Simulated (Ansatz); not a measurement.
Born–Oppenheimer molecular dynamics of a periodic cell of 30 atoms, LiSi2Rh2 (host LiSi2Rh2, host structure P4/mbm). It starts from an unrelaxed structure (largest force component 0.11 eV/Å).

The calculation used DFT r2SCAN, scalar-relativistic, plane waves, PAW in Ansatz 0.2.0. Settings: accuracy low, cutoff 500 eV, k mesh 1x1x1, fermi-dirac smearing 0.05 eV, no spin polarisation.

```
ensemble        : NPT, Langevin
time step       : 1 fs
steps asked     : 110
set temperature : 1500 K
friction        : 0.005 /fs
pressure        : 1 GPa
seed            : 406500
```

Frames 2 fs apart, positions in Å.

Velocities at 80 fs (Å/ps):

```
Li 4.74 -5.70 6.95
Li -2.07 -13.69 -13.32
Si 1.44 -14.59 1.72
Si -7.65 2.57 -7.95
Si 4.65 -2.20 -6.90
Si -10.42 5.05 6.22
Rh 0.61 7.20 1.18
Rh 1.70 -0.57 3.01
Rh -0.98 -1.08 -0.14
Rh -2.85 0.05 -3.39
Li 14.73 8.38 -7.94
Li -20.04 3.80 3.06
Si -8.82 3.26 3.77
Si 0.28 1.94 -3.74
Si 1.57 6.01 -2.29
Si 9.28 -5.03 1.47
Rh -2.19 1.77 2.58
Rh -1.64 2.43 4.31
Rh 4.22 -1.72 -0.50
Rh -0.98 -2.64 -0.35
Li -9.48 1.00 14.62
Li -4.66 9.12 3.92
Si 9.64 -3.17 5.39
Si 6.78 4.28 -5.54
Si -0.61 -4.48 1.34
Si 4.43 -1.34 2.65
Rh 1.56 0.46 -0.05
Rh -0.32 -2.44 -0.15
Rh -0.05 -3.23 0.17
Rh 4.09 5.40 2.00
```

```xyz
30
Lattice="7.0219 0.0000 0.0000 0.0000 6.9658 0.0000 0.0000 0.0000 8.5550" Properties=species:S:1:pos:R:3 time_fs=80 energy_less_start_eV=3.612 T=899
Li 0.042 -0.074 1.065
Li 3.473 3.581 0.158
Si 4.504 1.249 -0.020
Si 0.883 2.351 0.115
Si 5.660 4.359 -0.095
Si 2.168 6.263 0.064
Rh 2.496 1.332 1.340
Rh 6.080 2.415 1.648
Rh 1.071 4.427 1.482
Rh 4.395 6.065 1.224
Li 0.108 0.235 3.448
Li 3.327 3.777 2.956
Si 4.524 0.974 2.854
Si 0.853 2.662 3.084
Si 6.027 4.701 2.665
Si 2.572 6.045 2.656
Rh 2.482 0.689 4.432
Rh 5.770 2.595 4.365
Rh 1.364 4.773 4.458
Rh 4.590 5.795 4.115
Li 0.069 0.120 5.910
Li 3.731 3.520 5.603
Si 4.640 0.898 5.748
Si 1.167 2.361 5.505
Si 6.199 4.751 5.592
Si 2.625 5.870 6.062
Rh 2.434 1.081 7.120
Rh 6.040 2.208 7.238
Rh 0.903 4.313 7.324
Rh 4.654 6.056 7.004
30
Lattice="7.0331 0.0000 0.0000 0.0000 6.9605 0.0000 0.0000 0.0000 8.5493" Properties=species:S:1:pos:R:3 time_fs=82 energy_less_start_eV=3.705 T=894
Li 0.048 -0.087 1.077
Li 3.470 3.553 0.136
Si 4.516 1.218 -0.015
Si 0.870 2.355 0.099
Si 5.681 4.351 -0.109
Si 2.150 6.269 0.075
Rh 2.501 1.345 1.342
Rh 6.093 2.413 1.652
Rh 1.071 4.420 1.480
Rh 4.397 6.061 1.217
Li 0.135 0.251 3.428
Li 3.289 3.782 2.964
Si 4.513 0.981 2.861
Si 0.855 2.665 3.074
Si 6.038 4.706 2.658
Si 2.594 6.028 2.656
Rh 2.482 0.691 4.434
Rh 5.777 2.598 4.370
Rh 1.374 4.767 4.453
Rh 4.595 5.786 4.111
Li 0.056 0.118 5.936
Li 3.726 3.537 5.609
Si 4.666 0.890 5.752
Si 1.182 2.368 5.489
Si 6.208 4.738 5.590
Si 2.639 5.864 6.063
Rh 2.441 1.082 7.115
Rh 6.050 2.202 7.232
Rh 0.904 4.304 7.319
Rh 4.670 6.061 7.003
30
Lattice="7.0447 0.0000 0.0000 0.0000 6.9535 0.0000 0.0000 0.0000 8.5420" Properties=species:S:1:pos:R:3 time_fs=84 energy_less_start_eV=3.809 T=874
Li 0.050 -0.100 1.086
Li 3.463 3.521 0.114
Si 4.527 1.188 -0.007
Si 0.856 2.359 0.083
Si 5.702 4.342 -0.125
Si 2.134 6.273 0.088
Rh 2.508 1.357 1.343
Rh 6.107 2.410 1.657
Rh 1.072 4.411 1.479
Rh 4.400 6.057 1.208
Li 0.161 0.268 3.410
Li 3.255 3.780 2.975
Si 4.503 0.992 2.869
Si 0.859 2.667 3.062
Si 6.051 4.707 2.652
Si 2.612 6.006 2.659
Rh 2.482 0.693 4.435
Rh 5.785 2.600 4.374
Rh 1.382 4.760 4.447
Rh 4.599 5.777 4.106
Li 0.045 0.114 5.962
Li 3.713 3.560 5.617
Si 4.693 0.882 5.751
Si 1.197 2.376 5.472
Si 6.217 4.721 5.586
Si 2.650 5.859 6.063
Rh 2.448 1.083 7.108
Rh 6.059 2.196 7.224
Rh 0.904 4.294 7.309
Rh 4.686 6.065 7.003
30
Lattice="7.0557 0.0000 0.0000 0.0000 6.9465 0.0000 0.0000 0.0000 8.5334" Properties=species:S:1:pos:R:3 time_fs=86 energy_less_start_eV=3.899 T=845
Li 0.044 -0.108 1.092
Li 3.454 3.489 0.090
Si 4.535 1.157 0.002
Si 0.846 2.363 0.064
Si 5.723 4.331 -0.142
Si 2.116 6.276 0.101
Rh 2.512 1.369 1.345
Rh 6.121 2.406 1.660
Rh 1.072 4.402 1.478
Rh 4.403 6.053 1.199
Li 0.182 0.284 3.397
Li 3.227 3.774 2.982
Si 4.492 1.004 2.877
Si 0.864 2.669 3.052
Si 6.065 4.704 2.645
Si 2.629 5.986 2.662
Rh 2.483 0.694 4.436
Rh 5.793 2.603 4.378
Rh 1.389 4.753 4.439
Rh 4.604 5.769 4.099
Li 0.034 0.108 5.988
Li 3.697 3.585 5.632
Si 4.717 0.878 5.745
Si 1.210 2.385 5.453
Si 6.224 4.705 5.578
Si 2.659 5.855 6.061
Rh 2.454 1.085 7.101
Rh 6.069 2.190 7.215
Rh 0.904 4.285 7.298
Rh 4.700 6.068 7.003
30
Lattice="7.0651 0.0000 0.0000 0.0000 6.9400 0.0000 0.0000 0.0000 8.5242" Properties=species:S:1:pos:R:3 time_fs=88 energy_less_start_eV=3.964 T=824
Li 0.029 -0.114 1.097
Li 3.440 3.461 0.064
Si 4.543 1.125 0.010
Si 0.839 2.366 0.045
Si 5.742 4.320 -0.160
Si 2.099 6.277 0.115
Rh 2.514 1.379 1.347
Rh 6.132 2.401 1.662
Rh 1.072 4.394 1.478
Rh 4.406 6.049 1.191
Li 0.201 0.300 3.389
Li 3.200 3.763 2.987
Si 4.482 1.019 2.886
Si 0.872 2.669 3.044
Si 6.079 4.702 2.637
Si 2.644 5.970 2.666
Rh 2.484 0.695 4.436
Rh 5.799 2.605 4.382
Rh 1.396 4.748 4.432
Rh 4.605 5.761 4.092
Li 0.024 0.098 6.013
Li 3.679 3.610 5.648
Si 4.739 0.880 5.732
Si 1.220 2.394 5.436
Si 6.229 4.689 5.569
Si 2.666 5.849 6.058
Rh 2.459 1.088 7.092
Rh 6.078 2.185 7.205
Rh 0.903 4.278 7.286
Rh 4.715 6.070 7.005
30
Lattice="7.0751 0.0000 0.0000 0.0000 6.9347 0.0000 0.0000 0.0000 8.5147" Properties=species:S:1:pos:R:3 time_fs=90 energy_less_start_eV=4.010 T=862
Li 0.003 -0.123 1.101
Li 3.425 3.439 0.034
Si 4.552 1.095 0.019
Si 0.834 2.369 0.028
Si 5.760 4.308 -0.178
Si 2.079 6.280 0.128
Rh 2.517 1.390 1.348
Rh 6.142 2.397 1.663
Rh 1.073 4.387 1.479
Rh 4.410 6.046 1.183
Li 0.214 0.312 3.386
Li 3.182 3.744 2.994
Si 4.474 1.037 2.894
Si 0.881 2.672 3.038
Si 6.094 4.701 2.627
Si 2.656 5.957 2.671
Rh 2.486 0.698 4.439
Rh 5.808 2.608 4.385
Rh 1.402 4.744 4.424
Rh 4.607 5.753 4.082
Li 0.017 0.088 6.041
Li 3.665 3.634 5.664
Si 4.759 0.886 5.716
Si 1.230 2.406 5.420
Si 6.236 4.673 5.558
Si 2.672 5.842 6.053
Rh 2.465 1.089 7.081
Rh 6.088 2.182 7.196
Rh 0.902 4.272 7.273
Rh 4.729 6.072 7.007
30
Lattice="7.0848 0.0000 0.0000 0.0000 6.9300 0.0000 0.0000 0.0000 8.5062" Properties=species:S:1:pos:R:3 time_fs=92 energy_less_start_eV=4.043 T=831
Li -0.032 -0.131 1.105
Li 3.407 3.421 0.002
Si 4.561 1.068 0.026
Si 0.832 2.373 0.011
Si 5.778 4.297 -0.196
Si 2.060 6.283 0.142
Rh 2.520 1.400 1.352
Rh 6.152 2.393 1.664
Rh 1.074 4.381 1.480
Rh 4.414 6.043 1.174
Li 0.225 0.317 3.384
Li 3.171 3.717 2.998
Si 4.466 1.056 2.904
Si 0.890 2.675 3.035
Si 6.107 4.698 2.618
Si 2.665 5.947 2.679
Rh 2.487 0.701 4.442
Rh 5.816 2.611 4.390
Rh 1.410 4.739 4.417
Rh 4.609 5.746 4.073
Li 0.017 0.079 6.072
Li 3.654 3.656 5.678
Si 4.774 0.895 5.698
Si 1.241 2.419 5.406
Si 6.244 4.658 5.546
Si 2.676 5.835 6.047
Rh 2.471 1.090 7.071
Rh 6.098 2.180 7.189
Rh 0.902 4.266 7.261
Rh 4.743 6.075 7.011
```

Of the whole run (110 fs, mean temperature of the second half 903 K): The conserved energy stayed within 0.11 meV per atom of its start (net change 0.05 meV per atom), so the integration is sound. The mean temperature of the second half is 40 % below the set value. A run of 0.11 ps of so small a system gives no equilibrium averages. Limits of this set-up: coarse k mesh, low accuracy level. The cell's volume went from 414 to 416 Å³.

Run time: 18 min on 2 threads of AMD EPYC 7B13 (Zen 3) (shared host), peak memory 1 GiB.
